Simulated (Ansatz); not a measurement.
**FGaHO− (SMILES [O-][GaH][F]): functionals against CCSD(T) at one geometry**

One table from this session's results is given with a row withheld; the runs are named, their logs left out.

Method: single points in def2-TZVPPD; program: Ansatz 0.2.0, Gaussian basis.

Cores are frozen in the correlated methods. Filled d shells of the heavier atoms are correlated.

## Starting geometry

4 atoms, charge -1, spin multiplicity 1.

Atoms are counted from 1 here; the program's logs count them from 0.

Bond lengths: O1–Ga2 1.615 Å, Ga2–F3 1.813 Å, Ga2–H4 1.558 Å. Angles: O1–Ga2–F3 127.3°, O1–Ga2–H4 134.8°, F3–Ga2–H4 97.7°.

Geometry (Å):

```tsv
atom	x (Å)	y (Å)	z (Å)
O1	-1.4451	-0.4236	0.8636
Ga2	-0.1487	-0.0351	-0.0176
F3	1.5679	-0.5395	0.2734
H4	0.1136	0.9170	-1.2230
```

Set-up of the first run:

run/in.yaml reads:

```yaml
crystal:
  periodic: [false, false, false]
  atoms:
    - {symbol: O, position_ang: [-1.445100, -0.423600, 0.863600]}
    - {symbol: Ga, position_ang: [-0.148700, -0.035100, -0.017600]}
    - {symbol: F, position_ang: [1.567900, -0.539500, 0.273400]}
    - {symbol: H, position_ang: [0.113600, 0.917000, -1.223000]}
basis:
  gaussian: {orbitals: "def2-TZVPPD.json"}
total_charge: -1
correlation: {method: ccsd_t}
output: {forces: true}
```

The basis file named in the input lies beside it (Basis Set Exchange, JSON).

The command line of these runs was not kept.

Among the steps run: CCSD(T)/def2-TZVPPD; PBE0-D4/def2-TZVPPD; wB97M-V/def2-TZVPPD; r2SCAN-D4/def2-TZVPPD; PBE-D4/def2-TZVPPD; HSE06-D4/def2-TZVPPD; BLYP-D4/def2-TZVPPD.

One of the session's tables, all rows but one given; the rest of the session is left out.

| method | RMS force component (eV/Å) | angle to CCSD(T) forces (°) |
| --- | --- | --- |
| CCSD(T) | 1.619 | reference |
| PBE0-D4 | ? | ? |
| wB97M-V | 1.464 | 2.2 |
| r2SCAN-D4 | 1.471 | 1.2 |
| PBE-D4 | 1.650 | 6.9 |
| HSE06-D4 | 1.432 | 2.0 |
| BLYP-D4 | 1.779 | 8.3 |

**Question.** Estimate the row for PBE0-D4.

As computed: RMS force component (eV/Å): 1.427; angle to CCSD(T) forces (°): 1.9. In the column «RMS force component (eV/Å)» it is the lowest.
